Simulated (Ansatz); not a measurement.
NaLaMnMoO6 under changes of volume

One of the cells (11.563 Å³/atom); the others are scaled copies at fixed shape and fractional positions:

```xyz
10
Lattice="-2.7229 2.7229 3.8989 2.7229 -2.7229 3.8989 2.7229 2.7229 -3.8989" Properties=species:S:1:pos:R:3 pbc="T T T"
Na    2.7229    0.0000    1.9494
La    0.0000    2.7229    1.9494
Mn    0.0000    0.0000    3.8989
Mo    0.0000    0.0000    0.0000
O     1.6123    1.1308    0.0001
O     1.5921   -1.1106    3.8988
O     1.1106    1.5921    3.8990
O     1.1308    3.8336   -0.0001
O     0.0000    0.0000    1.9646
O     0.0000    0.0000    5.8332
```

The cell was built by a generator and needn't be a form met in nature.

```yaml
Program: Ansatz 0.2.0
Functional: PBE
Potentials_or_basis: Ansatz PAW
Cutoff: "420 eV (not typed: the program's choice for these potentials)"
k_mesh: 7 × 7 × 7
Occupations: fermi-dirac, width 0.05 eV
Spin: collinear spin, ferromagnetic start
Starting_moments: "[0.0, 0.0, 4.0, 1.0, 0.0, 0.0, 0.0, 0.0, 0.0, 0.0] μB"
```

```tsv
volume (Å³/atom)	energy over the lowest point (meV/atom)	pressure (GPa)	moment (μB per cell)	largest force (eV/Å)
10.869	?	?	?	?
11.101	10.95	7.6	1.52	0.377
11.332	2.98	3.7	1.74	0.155
11.563	0.00	0.3	1.96	0.083
11.794	1.86	-2.9	2.11	0.259
12.026	8.23	-5.9	2.24	0.417
12.257	18.69	-8.5	2.36	0.577
```

Problem. What does the run at 10.869 Å³/atom give?

Solution. Energy over the lowest point 25.03 meV/atom; pressure 12.2 GPa; moment 1.41 μB per cell; largest force 0.520 eV/Å.

Worked out: A Birch-Murnaghan fit of order 3 (a polynomial in V^(-2/3)) to the other rows has its minimum at 11.59 Å³/atom with B0 = V·E''(V) = 165 GPa (rough, since the energies scatter) at fixed shape and positions, which overstates the stiffness. It gives 24.46 meV/atom at 10.869 Å³/atom, against the run's 25.03, and -dE/dV = 11.3 GPa, against 12.2. A parabola through the other rows of the moment, of slope 1.19 μB per Å³/atom there, extrapolates to 1.26 μB, against the run's 1.41.

Energies are extrapolated to zero smearing.

Caveats: a cell with one magnetic atom can't hold antiferromagnetic order, which such compounds often take; the starting moments weren't kept.
